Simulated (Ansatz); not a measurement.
## Cs2LiBiCl6, space group Fm-3m: a band structure, step by step

With the Python package of Ansatz (0.2.0).

The cells in order, each with its output:

```python
import ansatz as az
import numpy as np
```

```python
params = {
    "mesh": (3, 3, 3),
    "xc": "pbesol",
    "extra_bands": 8,
}
```

```python
cs2libicl6 = (
    az.Lattice.of([0.0, 5.377761, 5.377761], [5.377761, 0.0, 5.377761], [5.377761, 5.377761, 0.0])
    .atom("Cs", [0.75, 0.75, 0.75])
    .atom("Cs", [0.25, 0.25, 0.25])
    .atom("Li", [0.5, 0.5, 0.5])
    .atom("Bi", [0.0, 0.0, 0.0])
    .atom("Cl", [0.746272, 0.253728, 0.253728])
    .atom("Cl", [0.253728, 0.253728, 0.746272])
    .atom("Cl", [0.253728, 0.746272, 0.746272])
    .atom("Cl", [0.253728, 0.746272, 0.253728])
    .atom("Cl", [0.746272, 0.253728, 0.746272])
    .atom("Cl", [0.746272, 0.746272, 0.253728])
)
```

```python
path = [
    ("K", (0.375, 0.375, 0.75)),
    ("G", (0.0, 0.0, 0.0)),
    ("L", (0.5, 0.5, 0.5)),
    ("W", (0.5, 0.25, 0.75)),
    ("X", (0.5, 0.0, 0.5)),
]
setup = (
    cs2libicl6.calculation()
    .basis(18 * az.Ha)
    .occupations(az.OccupationsMethod.FIXED)
    .kpoints(*params["mesh"])
    .functional(params["xc"])
    .band_structure([point for _, point in path], intervals=8)
    .scf(extra_bands=params["extra_bands"])
)
done = setup.run(threads=1, pin="off")
rep = done.report
```

    

```python
{key: value for key, value in rep.items() if isinstance(value, (int, float)) and "ev" in key}
```

    {'gap_by_band_count_ev': 3.622910282403761,
     'fermi_energy_ev': 2.2684628984315562,
     'harris_foulkes_ev': -29997.50513382943,
     'free_energy_ev': -29997.505133944465,
     'internal_energy_ev': -29997.505133944465,
     'lagrangian_ev': -29997.505133944465,
     'energy_sigma0_ev': -29997.505133944465,
     'lagrangian_sigma0_ev': -29997.505133944465,
     'entropy_ts_ev': 0.0,
     'loop_fermi_energy_ev': 2.268462897921535,
     'occupations_fermi_energy_ev': 2.2684628984315562}

```python
rep["n_iterations"], rep["closed_by"]
```

    (6, 'deck_thresholds')

```python
rep["converged"], rep["free_energy_ev"]
```

    (True, -29997.505133944465)

```python
energy = rep["free_energy_ev"]
print("Cs2LiBiCl6: {:.6f} eV = {:.6f} Ry = {:.6f} Ha".format(energy, energy / 13.605693, energy / 27.211386))
print("Fermi level {:.4f} eV, {} k-points, {} symmetry operations".format(rep["fermi_energy_ev"], rep["n_kpoints"], rep["n_symmetry_ops"]))
```

    Cs2LiBiCl6: -29997.505134 eV = -2204.775981 Ry = -1102.387991 Ha
    Fermi level 2.2685 eV, 4 k-points, 48 symmetry operations

```python
bands = done.band_structure()
fermi = bands.fermi_energy_ev
for spin, channel in enumerate(bands.channels):
    print("channel", spin, "- computed levels within 6 eV of the Fermi level")
    for i, (label, _) in enumerate(path):
        levels = channel.eigenvalues_ev[i * 8] - fermi
        print(f"  {label:3s}", " ".join(f"{e:7.3f}" for e in levels if abs(e) < 6))
```

    channel 0 - computed levels within 6 eV of the Fermi level
      K    -6.000  -5.977  -5.962  -3.161  -2.922  -2.878  -1.903  -1.772  -1.564  -1.428  -1.229  -1.099  -1.082  -1.026  -0.939  -0.861  -0.845  -0.756  -0.724  -0.420   0.043   4.099   4.431   4.454
      G    -3.085  -3.085  -3.085  -1.507  -1.507  -1.507  -1.073  -1.023  -1.023  -0.841  -0.841  -0.841  -0.633  -0.633  -0.633  -0.309  -0.309  -0.309   3.733   3.733   3.733   5.326
      L    -5.967  -5.967  -3.435  -2.690  -2.690  -1.699  -1.699  -1.693  -1.479  -1.250  -1.250  -1.231  -1.231  -0.601  -0.601  -0.595  -0.583  -0.565  -0.565  -0.230   3.584   4.606   4.606
      W    -5.968  -5.968  -3.073  -2.959  -2.959  -1.716  -1.694  -1.694  -1.618  -1.103  -1.103  -1.053  -1.044  -0.959  -0.959  -0.839  -0.822  -0.545  -0.545   0.066   4.281   4.366   4.366
      X    -5.984  -5.984  -5.979  -5.952  -3.033  -3.033  -2.873  -2.122  -1.881  -1.445  -1.120  -1.120  -1.041  -1.041  -1.031  -1.005  -0.976  -0.976  -0.815  -0.815  -0.323   0.075   4.201   4.201   4.525

What to keep in mind:
- Total energies depend on the potentials; only differences at equal settings carry meaning. A total without «per atom» is that of the cell as typed.
- Along an axis with an odd division the mesh misses the point at one half; a gap read on a finite mesh is an upper bound on this functional's gap.
- Spin-orbit coupling, left out here, can change this gap by several tenths of an eV, and inverted bands can meet off the mesh.
- Under fixed occupations the level called the Fermi level is the highest filled one on the SCF mesh; off the mesh a filled band can lie a little above it.
- An absolute Fermi energy rests on an arbitrary zero of the periodic potential and has no direct meaning.
- The structure comes from a database of computed cells and needn't be a stable or known phase.
- Levels are Kohn-Sham eigenvalues on this mesh, without spin-orbit coupling.
- Finished in 22 s on 1 thread of Intel(R) Xeon(R) Platinum 8259CL CPU @ 2.50GHz (Skylake/Cascade Lake), on a shared host, peak memory 0.76 GiB.

(Lines on the test bed's own set-up are left out of the output.)
